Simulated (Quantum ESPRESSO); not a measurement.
Runs of Quantum ESPRESSO 7.5 on CuF3. Symmetry: Pm-3m, No. 221, cubic system. The conventional cell has a = 3.765 Å, b = 3.765 Å, c = 3.765 Å, α = 90.00°, β = 90.00°, γ = 90.00°. Around Cu (site symmetry m-3m) lie 6 F at 1.88 Å. F (site symmetry 4/mmm) has 2 Cu at 1.88 Å as nearest neighbours. The cell comes from a database or a generator and needn't be the stable form of this composition.

| level | potentials or basis | U | cutoff (eV) | gap on the mesh (eV) | pressure (GPa) | moment (μB) |
| --- | --- | --- | --- | --- | --- | --- |
| PBE+U | GBRV 1.5 PBE | Cu d U = 6 eV | 762 | none | (a) | 1.17 |
| PBE+U | GBRV 1.5 PBE | Cu d U = 5 eV | 762 | none | 4.1 | 1.01 |
| PBE+U | GBRV 1.5 PBE | Cu d U = 3 eV | 762 | none | 3.1 | 0.91 |
| PBE+U | GBRV 1.5 PBE | Cu d U = 2 eV | 762 | none | 3.8 | 0.91 |
| PBE | JTH 2.0 PBE | - | 735 | none | (b) | 0.39 |
| PBE+U | GBRV 1.5 PBE | Cu d U = 1 eV | 762 | none | 2.8 | 0.40 |
| PBE+U | GBRV 1.5 PBE | Cu d U = 4 eV | 762 | none | 4.0 | 0.91 |
| PBE+U | GBRV 1.5 PBE | Cu d U = 8 eV | 762 | none | 6.2 | 2.00 |

Alike in all rows: task single point; spin collinear, ferromagnetic start; cell as given; k mesh 5 × 5 × 5; smearing gaussian 0.05 eV.

**Question.** Fill in the values left out.

**Answer.** (a) 3.9; (b) 3.0.

Caveats: a cell with one magnetic atom can't hold antiferromagnetic order, which such compounds often take (some runs); semilocal functionals often make such compounds metallic where correlation or magnetic order opens a gap, which also shifts bond lengths (some runs).

A gap of «none» marks a metal or a gap under the smearing width.
